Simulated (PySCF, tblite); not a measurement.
# C6H9NSi: geometry, infrared bands and NMR shifts

Aim: predict the infrared bands and NMR shifts of C6H9NSi (`[H]/N=C(\C=C)CC#C[SiH3]`).

The runs use tblite 0.8.0 and PySCF 2.14.0, with density-fitted response routines of our own; the level of theory stands in each step. All values are computed, except where a source is named. Atoms count from 0, in the outputs and in this text.

### Step 1. Starting geometry

17 atoms, charge 0, multiplicity 1; geometry from: force field or distance geometry start.

Bonds of the start (Å): C0–C1 1.33, C1–C2 1.48, C2–N3 1.31, C2–C4 1.52, C4–C5 1.46, C5–C6 1.21, C6–Si7 1.88, C0–H8 1.09, C0–H9 1.09, C1–H10 1.09, N3–H11 1.04, C4–H12 1.09, C4–H13 1.09, Si7–H14 1.48, Si7–H15 1.49, Si7–H16 1.48.

### Step 2. Relaxing the molecule with GFN2-xTB

The job: settings as JSON, then the geometry in Å.

```
{"job": {"kind": "relax", "xc": "GFN2-xTB", "basis": "xTB"}, "charge": 0, "multiplicity": 1}
C     -2.946600    -1.361600     0.219000
C     -1.735700    -0.824100     0.310900
C     -1.149900    -0.023100    -0.788100
N     -1.252700    -0.361800    -2.044500
C     -0.424500     1.254400    -0.411700
C      0.875500     0.970100     0.198400
C      1.948000     0.746700     0.702400
Si     3.623000     0.394200     1.474600
H     -3.371300    -1.934400     1.041700
H     -3.576600    -1.228100    -0.659400
H     -1.136400    -0.932400     1.218200
H     -1.746600    -1.268600    -2.118000
H     -0.293400     1.867700    -1.309100
H     -1.048300     1.829100     0.268200
H      4.002700     1.494600     2.395700
H      3.564300    -0.874400     2.259800
H      4.661600     0.263700     0.425300
```

Run with:

```bash
$ OMP_NUM_THREADS=1 python probes_run.py task.json out
```

The driver reads the jobs from task.json and runs them one after another.

**Question.** This job is followed by: GFN2-xTB harmonic vibrations, gas phase; GIAO PBE0/pcSseg-1 NMR shielding, non-relativistic, gas phase. What will the session give for the following? strongest single infrared mode (GFN2-xTB); zero-point energy (GFN2-xTB); 13C shifts against TMS (PBE0/pcSseg-1); 1H shifts against TMS (PBE0/pcSseg-1, means over atoms taken as alike); 15N shifts against NH3 (PBE0/pcSseg-1); 29Si shifts against TMS (PBE0/pcSseg-1).

The runs gave:

```
                                                              quantity                                       value
                             strongest single infrared mode (GFN2-xTB)                        792 cm⁻¹, 553 km/mol
                                          zero-point energy (GFN2-xTB)                               77.2 kcal/mol
                                13C shifts against TMS (PBE0/pcSseg-1)  173.4, 139.5, 127.7, 115.3, 83.0, 35.7 ppm
1H shifts against TMS (PBE0/pcSseg-1, means over atoms taken as alike)     11.22, 6.99, 6.05, 5.85, 4.25, 3.46 ppm
                                15N shifts against NH3 (PBE0/pcSseg-1)                                   334.8 ppm
                               29Si shifts against TMS (PBE0/pcSseg-1)                                   -99.4 ppm
```

**Reading.** The optimisation took 116 steps and gained 0.185 eV; among the close pairs (by a distance rule), C2–N3 changed most, from 1.305 to 1.262 Å. No mode is imaginary among the 45: a minimum at this level. Unscaled tight-binding wavenumbers are off by several per cent, some by more. Its intensities can rank the bands wrongly. At PBE0/pcSseg-1: The widest tensor belongs to N3: span 624 ppm, with a paramagnetic part of -388 ppm.
